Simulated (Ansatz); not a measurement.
Write the native input for Ansatz 0.2.0 that does the following.

* Task: single point
* Functional: LDA
* Potentials or basis: Ansatz PAW
* Cutoff: 420 eV (not typed: the program's choice for these potentials)
* k mesh: 7 × 5 × 5
* Occupations: gaussian, width 0.1 eV
* Spin: no spin polarisation

Crystal: Mg6SiB.

```
Si Mg B
1.0
     3.97571    0.00000    0.00000
     0.00000    3.89167    4.93801
     0.00000   -3.89167    4.93801
Si Mg B
1 6 1
Direct
  0.00000 0.94650 0.94650
  0.50000 0.14036 0.14036
  0.50000 0.10223 0.66365
  0.50000 0.66365 0.10223
  0.00000 0.37137 0.37137
  0.00000 0.44420 0.81361
  0.00000 0.81361 0.44420
  0.50000 0.51809 0.51809
```

The cell comes from a database or a generator and needn't be the stable form of this composition.

One way to write it, as run:

input.yaml

```yaml
crystal:
  lattice:
    - [3.975708, 0.0, 0.0]
    - [0.0, 3.89167, 4.938007]
    - [0.0, -3.89167, 4.938007]
  atoms:
    - { symbol: Si, position: [0.0, 0.946496, 0.946496] }
    - { symbol: Mg, position: [0.5, 0.140363, 0.140363] }
    - { symbol: Mg, position: [0.5, 0.102227, 0.663645] }
    - { symbol: Mg, position: [0.5, 0.663645, 0.102227] }
    - { symbol: Mg, position: [0.0, 0.371365, 0.371365] }
    - { symbol: Mg, position: [0.0, 0.444203, 0.813606] }
    - { symbol: Mg, position: [0.0, 0.813606, 0.444203] }
    - { symbol: B, position: [0.5, 0.518093, 0.518093] }
hamiltonian:
  xc: lda
  pseudopotentials: { kind: paw }
kpoints:
  mp_grid: { grid: [7, 5, 5] }
scf:
  occupations: { method: gaussian, width: 0.1 }
output:
  forces: true
  stress: true
  eigenvalues: true
```

Potentials or basis: Ansatz PAW.

Command:

```console
$ ansatz run input.yaml --threads 4 --pin off --max-ram 11264MiB --backend cpu --events-out ev --progress --plain --runs-dir out
```

Results of the run:

| Quantity | Value |
| --- | --- |
| Pressure | -3.0 GPa |
| Largest force | 0.129 eV/Å |
| Band gap on the k mesh | none (metal or under the smearing width) |

Caveat: the PAW data sets come from PBE, with cores solved anew for the run's functional, which leaves a small shift of forces and pressure.

Wall time 6.2 s on 4 threads of Arm Neoverse V1, with other jobs on the host, peak memory 0.48 GiB.
